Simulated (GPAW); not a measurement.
Here is a GPAW 26.7.0 calculation.

Contents of run.py:

```python
from ase import Atoms
from ase.dft.bandgap import bandgap
from ase.io import write
from ase.units import GPa
from gpaw import GPAW, PW, setup_paths

setup_paths.insert(0, '.')

atoms = Atoms(['Zr', 'Ti', 'N', 'N'],
              cell=[[1.5739121241, 0.9086985885, 5.1181518042],
                    [-1.5739121241, 0.9086985885, 5.1181518042],
                    [0.0, -1.8173971771, 5.1181518042]],
              scaled_positions=[[0.5, 0.5, 0.5],
                                [0.0, 0.0, 0.0],
                                [0.256326, 0.256326, 0.256326],
                                [0.743674, 0.743674, 0.743674]],
              pbc=True)

calc = GPAW(mode=PW(800),
            xc='PBEsol',
            kpts={'size': (7, 7, 7), 'gamma': True},
            occupations={'name': 'fermi-dirac', 'width': 0.05},
            nbands=33,
            convergence={'density': 1e-05, 'energy': 1e-05},
            maxiter=150,
            txt='gpaw.txt')
atoms.calc = calc
energy = atoms.get_potential_energy()
forces = atoms.get_forces()
stress = atoms.get_stress()
calc.write('gs.gpw')
write('result.traj', atoms)
print(f'Energy: {energy:.6f} eV')
print('Forces (eV/A):')
print(forces.round(4))
print('Stress (GPa):', (stress / GPa).round(3))
print('Fermi level:', round(calc.get_fermi_level(), 4), 'eV')
print(f'Gap: {bandgap(calc)[0]:.4f} eV, direct: {bandgap(calc, direct=True)[0]:.4f} eV')

path = atoms.cell.bandpath('GLB1,BZGX,QFP1Z,LP', npoints=60, eps=1e-4)
bs_calc = calc.fixed_density(kpts=path, symmetry='off', nbands=47,
                             convergence={'bands': 'CBM+6.0', 'eigenstates': 1e-6}, txt='bands.txt')
bs = bs_calc.band_structure()
bs.write('bs.json')
print(f'Gap on the path: {bandgap(bs_calc)[0]:.4f} eV')
```

Potentials or basis: PAW data sets generated in the run's folder for this functional, pw.

Command:

```bash
$ gpaw-setup -f PBEsol N Ti Zr
$ OMP_NUM_THREADS=1 python run.py
```

(1) Predict the largest force.

(2) What does it give for the pressure?

(3) Estimate the band gap along the path.

Answers

(1) 0.281 eV/Å.

(2) -11.2 GPa.

(3) none (metal or under the smearing width).

Caveat: the program warned that so skewed a cell can give wrong results.
